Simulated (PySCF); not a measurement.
# C6H9F2NO: the cost of one run

Programs: PySCF 2.14.0, with density-fitted response routines of our own. Each step states its level of theory. These are calculated values for one molecule, in the gas phase or a continuum, unless marked as measured. Atoms count from 0, in the outputs and in this text.

## 1. The molecule as given

19 atoms, charge 0, multiplicity 1; geometry from: GFN2-xTB. The atoms were then displaced at random by about 0.01 Å, so the start is not that level's minimum.

Bonds of the start (Å): O0–C1 1.21, C1–C2 1.54, C2–C3 1.50, C3–C4 1.54, C4–F5 1.35, C4–F6 1.35, C3–C7 1.51, C7–C8 1.53, C8–N9 1.44, N9–C1 1.35, C2–H10 1.08, C2–H11 1.08, C3–H12 1.14, C4–H13 1.11, C7–H14 1.11, C7–H15 1.07, C8–H16 1.10, C8–H17 1.09, N9–H18 1.01.

## 2. Geometry optimisation at PBE0-D3(BJ)/def2-SVP

Job settings and geometry (Å):

```
{"job": {"xc": "PBE0", "basis": "def2-SVP", "d3": "d3bj", "grid": 1, "shake": 0.01, "kind": "geom"}, "charge": 0, "multiplicity": 1}
O      1.544650     2.475220     0.425070
C      1.048280     1.413840     0.139500
C     -0.171940     1.271990    -0.781270
C     -0.843120    -0.058740    -0.634930
C     -1.671030    -0.086810     0.665190
F     -2.166180    -1.313070     0.929970
F     -2.733360     0.736580     0.581790
C      0.159770    -1.191100    -0.700740
C      1.142530    -1.075820     0.468530
N      1.612030     0.275350     0.610110
H      0.203590     1.386250    -1.787570
H     -0.817620     2.112630    -0.568490
H     -1.633240    -0.165820    -1.450760
H     -1.104540     0.243060     1.560650
H     -0.356730    -2.176210    -0.642950
H      0.666750    -1.114440    -1.643270
H      2.007240    -1.717780     0.252870
H      0.670850    -1.416010     1.390750
H      2.411330     0.407940     1.206300
```

On the command line:

```console
OMP_NUM_THREADS=1 python probes_run.py task.json out
```

One launch serves the whole session: the jobs run in the order shown.

Q: Estimate the wall time and peak memory of this first job on 1 thread of Arm Neoverse V2, shared host.

About 3 min, with a peak of 0.87 GiB.
